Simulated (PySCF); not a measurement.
# CH6BNO2: the cost of one run

Programs: PySCF 2.14.0, with density-fitted response routines of our own. Each step states its level of theory. These are calculated values for one molecule in the gas phase, unless marked as measured. Atoms count from 0, in the outputs and in this text.

## 1. Starting geometry

11 atoms, charge 0, multiplicity 1; geometry from: GFN2-xTB. The atoms were then displaced at random by about 0.01 Å, so the start is not that level's minimum.

Bonds of the start (Å): C0–N1 1.48, N1–B2 1.42, B2–O3 1.36, B2–O4 1.36, C0–H5 1.07, C0–H6 1.09, C0–H7 1.08, N1–H8 1.01, O3–H9 0.99, O4–H10 0.95.

## 2. Relaxing the molecule at PBE0-D3(BJ)/def2-SVP

What the job is given:

```
{"job": {"xc": "PBE0", "basis": "def2-SVP", "d3": "d3bj", "grid": 1, "shake": 0.01, "kind": "geom"}, "charge": 0, "multiplicity": 1}
C      1.593520    -0.127160     0.133460
N      0.318590     0.523850    -0.259260
B     -0.963600    -0.083730    -0.176190
O     -1.002860    -1.353660     0.301070
O     -2.101450     0.558610    -0.553730
H      1.712090    -1.023640    -0.431950
H      2.416660     0.565130    -0.071410
H      1.580770    -0.344390     1.188120
H      0.418330     1.478910    -0.566420
H     -1.942950    -1.669590     0.325770
H     -1.990980     1.449840    -0.865210
```

Command:

```console
$ OMP_NUM_THREADS=1 python probes_run.py task.json out
```

One launch serves the whole session: the jobs run in the order shown.

**Question.** How long does this first job take on 1 thread of Arm Neoverse N1, shared host, and how much memory does it need?

About 81 s, with a peak of 0.41 GiB.
